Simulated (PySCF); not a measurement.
**Accurate constants of InF+, step by step**

Aim: bond length, wavenumber and bond energy of InF+ near the limit of CCSD(T), built from two basis sets and any small corrections listed.

The runs use PySCF 2.14.0; CCSD(T) on ROHF, scalar-relativistic core potentials.

2 further runs of the same task are left out: 2 set aside as unsound or not needed.

### 1 The job

- molecule: InF+
- state: doublet, unpaired electrons σ ↑
- smaller basis: In cc-pwCVDZ-PP with ECP28, F aug-cc-pVDZ
- larger basis: In cc-pwCVTZ-PP with ECP28, F aug-cc-pVTZ
- frozen core orbitals: 5
- extrapolation: correlation as n⁻³ (n = 2, 3), Hartree–Fock as (n+1)·exp(−9√n)
- corrections: none
- distances (Å): 1.7054, 1.7829, 1.8605, 1.9380, 2.0155, 2.1124, 2.2093
- masses (u): 114.9039, 18.9984
- dissociation limit: In+ + F

The run is started by

```sh
OMP_NUM_THREADS=4 python comp.py task.json out
```

### 2 The runs

**Question.** What will these runs give? Wanted: for each run, Re; ωe; ωexe; αe; De.

**Answer**, as computed:

```tsv
level	Re (Å)	ωe (cm⁻¹)	ωexe (cm⁻¹)	αe (cm⁻¹)	De (eV)
CCSD(T), smaller basis	1.9131	604.8	5.51	0.00241	0.928
CCSD(T), larger basis	1.8952	621.6	5.35	0.00238	1.067
HF/CBS	1.8644	716.9	2.84	0.00167	0.194
MP2/CBS	1.8793	657.8	3.57	0.00189	1.162
CCSD/CBS	1.8821	648.6	4.74	0.00217	0.988
CCSD(T)/CBS	1.8916	624.7	5.31	0.00237	1.112
```

The last step gives Re = 1.8916 Å, ωe = 624.7 cm⁻¹ and De = 1.112 eV; the smaller basis alone is off from it by +21.5 mÅ and -0.18 eV. Near the minimum the mean field binds by 0.19 eV and correlation adds 0.91 eV of binding. T1 is 0.033. Spin–orbit coupling and excitations beyond (T) are left out.
